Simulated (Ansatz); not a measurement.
# Cl2H4N2Ti: small, medium and large basis sets

Aim: see how fast density functionals converge with the basis set for Cl2H4N2Ti.

Program: Ansatz 0.2.0, Gaussian basis. Level of theory: one geometry, several basis sets. These are calculated values, not measurements.

Plan: PBE0-D4/def2-SVP; ωB97M-V/def2-SVP; PBE0-D4/def2-QZVPP; ωB97M-V/def2-QZVPP; the functionals' def2-TZVPP values are taken from earlier runs.

**1. The relaxed structure**

An earlier PBE0-D4 in a triple-zeta def2 set relaxation fixed the geometry.

SMILES `[NH2][Ti]([NH2])([Cl])[Cl]`, 9 atoms, charge 0, spin multiplicity 1.

Atoms are counted from 1 here; the program's logs count them from 0.

Bond lengths: N1–Ti2 1.856 Å, N1–H6 1.009 Å, N1–H7 1.012 Å, Ti2–N3 1.851 Å, Ti2–Cl4 2.210 Å, Ti2–Cl5 2.210 Å, N3–H8 1.012 Å, N3–H9 1.012 Å. Angles: Ti2–N1–H6 126.4°, Ti2–N1–H7 122.6°, H6–N1–H7 111.0°, N1–Ti2–N3 105.6°, N1–Ti2–Cl4 109.2°, N1–Ti2–Cl5 109.2°, N3–Ti2–Cl4 109.9°, N3–Ti2–Cl5 109.9°, Cl4–Ti2–Cl5 112.6°, Ti2–N3–H8 124.0°, Ti2–N3–H9 124.0°, H8–N3–H9 111.0°.

**2. PBE0-D4 in def2-SVP**

in.yaml reads:

```yaml
crystal:
  periodic: [false, false, false]
  atoms:
    - {symbol: N, position_ang: [-1.162608, 0.889365, -0.536167]}
    - {symbol: Ti, position_ang: [0.401696, -0.106980, -0.455576]}
    - {symbol: N, position_ang: [0.513173, -0.719601, 1.287170]}
    - {symbol: Cl, position_ang: [0.248037, -1.817297, -1.846946]}
    - {symbol: Cl, position_ang: [2.123502, 1.203675, -0.905382]}
    - {symbol: H, position_ang: [-1.808257, 1.053650, 0.221460]}
    - {symbol: H, position_ang: [-1.473737, 1.347234, -1.383578]}
    - {symbol: H, position_ang: [1.047987, -0.263353, 2.014560]}
    - {symbol: H, position_ang: [0.198706, -1.632994, 1.587359]}
basis:
  gaussian: {orbitals: def2-SVP}
hamiltonian: {xc: pbe0, dispersion: d4}
output: {orbitals: {seedname: orbitals}}
```

The run is started by

```
$ ansatz run in.yaml --threads 4 --pin off --events-out ev --progress --plain --max-ram 10444MiB
```

The runs that follow: ωB97M-V in def2-SVP; PBE0-D4 in def2-QZVPP; ωB97M-V in def2-QZVPP.

Q: Predict the results of all the runs planned. Wanted: PBE0-D4: double and triple zeta above quadruple; ωB97M-V: double and triple zeta above quadruple.

**Answer**, as computed:

```
                                       quantity           value
PBE0-D4: double and triple zeta above quadruple  16.81, 1.36 eV
ωB97M-V: double and triple zeta above quadruple  16.75, 1.29 eV
```

In words: For PBE0-D4 the step from double to triple zeta gains 15.44 eV and the next only 1.36 eV. These are total energies; as a rule much of such shifts cancels in differences, which this series doesn't test.
